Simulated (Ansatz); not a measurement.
# Ta4O: the cost of one run

Method: DFT PBE, scalar-relativistic, plane waves, PAW, in Ansatz 0.2.0.

## (1) The structure to begin with

The structure is tetragonal, space group P4/mmm (No. 123). The conventional cell has a = 3.257 Å, b = 3.257 Å, c = 7.409 Å, α = 90.00°, β = 90.00°, γ = 90.00°. Ta (site symmetry 4/mmm) is surrounded by 4 O at 2.30 Å. Around Ta (site symmetry 4mm) lie 1 O at 2.10 Å. Ta (site symmetry 4/mmm) is surrounded by 8 Ta at 2.81 Å. O (site symmetry 4/mmm) has 6 Ta at 2.10 to 2.30 Å as nearest neighbours.

Coordinates:

```
Ta O
1.0
     3.25750    0.00000    0.00000
     0.00000    3.25750    0.00000
     0.00000    0.00000    7.40934
Ta O
4 1
Direct
  0.00000 0.00000 0.50000
  0.50000 0.50000 0.78316
  0.50000 0.50000 0.21684
  0.00000 0.00000 0.00000
  0.50000 0.50000 0.50000
```

The structure comes from the Materials Project (structure only).

(A quick probe on a coarse mesh, which set the mesh and smearing, is not shown.)

## (3) Full relaxation

The input, input.yaml:

```yaml
crystal:
  lattice:
    - [3.257497, 0.0, 0.0]
    - [0.0, 3.257497, 0.0]
    - [0.0, 0.0, 7.409341]
  atoms:
    - { symbol: Ta, position: [0.0, 0.0, 0.5] }
    - { symbol: Ta, position: [0.5, 0.5, 0.783158] }
    - { symbol: Ta, position: [0.5, 0.5, 0.216842] }
    - { symbol: Ta, position: [0.0, 0.0, 0.0] }
    - { symbol: O, position: [0.5, 0.5, 0.5] }
basis:
  ecutwfc: 420
kpoints:
  mp_grid: { grid: [12, 12, 6] }
hamiltonian:
  xc: pbe
scf:
  occupations: { method: gaussian, width: 0.1 }
output:
  forces: true
  stress: true
  eigenvalues: true
relax:
  adjacent_minimum: "off"
  f_tol: 0.005
  max_steps: 80
  cell: { stress_tol: 0.05 }
```

Command:

```
$ ansatz run input.yaml --threads 1 --pin off --max-ram 2560MiB --backend cpu --events-out ev --progress --plain --runs-dir out
```

What time and memory should one allow on 1 thread of Arm Neoverse V2, shared host?

About 87 s, with a peak of 0.5 GiB.
